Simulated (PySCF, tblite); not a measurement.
# C4H6N2O2Si: geometry, infrared bands and NMR shifts

Wanted: the infrared bands and NMR shifts of C4H6N2O2Si (`O=COc1cncn1[SiH3]`), by calculation.

The runs use tblite 0.8.0 and PySCF 2.14.0, with density-fitted response routines of our own; the level of theory stands in each step. All values are computed, except where a source is named. Atoms are numbered from 0 throughout.

## (1) The molecule as given

15 atoms, charge 0, multiplicity 1; geometry from: force field or distance geometry start.

Bonds of the start (Å): O0–C1 1.25, C1–O2 1.37, O2–C3 1.42, C3–C4 1.37, C4–N5 1.34, N5–C6 1.35, C6–N7 1.37, N7–Si8 1.79, N7–C3 1.34, C1–H9 1.10, C4–H10 1.08, C6–H11 1.09, Si8–H12 1.45, Si8–H13 1.49, Si8–H14 1.50.

## (2) Optimising the geometry with GFN2-xTB

Job settings and geometry (Å):

```
{"job": {"kind": "relax", "xc": "GFN2-xTB", "basis": "xTB"}, "charge": 0, "multiplicity": 1}
O      1.990200    -1.644100    -1.120900
C      2.097800    -1.402300     0.104800
O      1.478600    -0.371000     0.765800
C      0.617200     0.559000     0.123100
C      0.942300     1.754100    -0.451200
N     -0.151900     2.346800    -0.956300
C     -1.188500     1.528600    -0.688900
N     -0.709900     0.437200    -0.019200
Si    -1.633700    -0.979600     0.579400
H      2.737100    -2.061500     0.704400
H      1.936000     2.174400    -0.521800
H     -2.240500     1.658300    -0.928000
H     -0.818300    -1.928200     1.319500
H     -2.436000    -1.628900    -0.490000
H     -2.624900    -0.435000     1.557300
```

Launch:

```console
> OMP_NUM_THREADS=1 python probes_run.py task.json out
```

One launch serves the whole session: the jobs run in the order shown.

**Question.** This job is followed by: GFN2-xTB harmonic vibrations, gas phase; GIAO PBE0/pcSseg-1 NMR shielding, non-relativistic, gas phase. What will the session give for the following? strongest single infrared mode (GFN2-xTB); zero-point energy (GFN2-xTB); 13C shifts against TMS (PBE0/pcSseg-1); 1H shifts against TMS (PBE0/pcSseg-1, means over atoms taken as alike); 17O shifts against H2O (PBE0/pcSseg-1); 15N shifts against NH3 (PBE0/pcSseg-1); 29Si shifts against TMS (PBE0/pcSseg-1).

The runs gave:

| quantity | value |
| --- | --- |
| strongest single infrared mode (GFN2-xTB) | 1722 cm⁻¹, 678 km/mol |
| zero-point energy (GFN2-xTB) | 61.3 kcal/mol |
| 13C shifts against TMS (PBE0/pcSseg-1) | 163.0, 148.6, 141.5, 126.3 ppm |
| 1H shifts against TMS (PBE0/pcSseg-1, means over atoms taken as alike) | 8.07, 7.25, 7.18, 5.20 ppm |
| 17O shifts against H2O (PBE0/pcSseg-1) | 418.4, 232.7 ppm |
| 15N shifts against NH3 (PBE0/pcSseg-1) | 303.2, 170.9 ppm |
| 29Si shifts against TMS (PBE0/pcSseg-1) | -66.5 ppm |

Over 135 steps the energy fell by 0.795 eV; of the close pairs, C1–O2 changed most, 1.373 to 1.305 Å. All 39 modes are real, so the xTB geometry is a minimum. The strongest single mode, at 1722 cm⁻¹, moves mainly C1 and O0. GFN2-xTB is a fitted tight-binding method: band positions and strengths are rough. Its intensities can rank the bands wrongly. At PBE0/pcSseg-1: The widest tensor belongs to O0: span 619 ppm, with a paramagnetic part of -488 ppm. NICS(1)zz of -27 ppm above the planar ring from C3 marks a diatropic (aromatic) ring current.
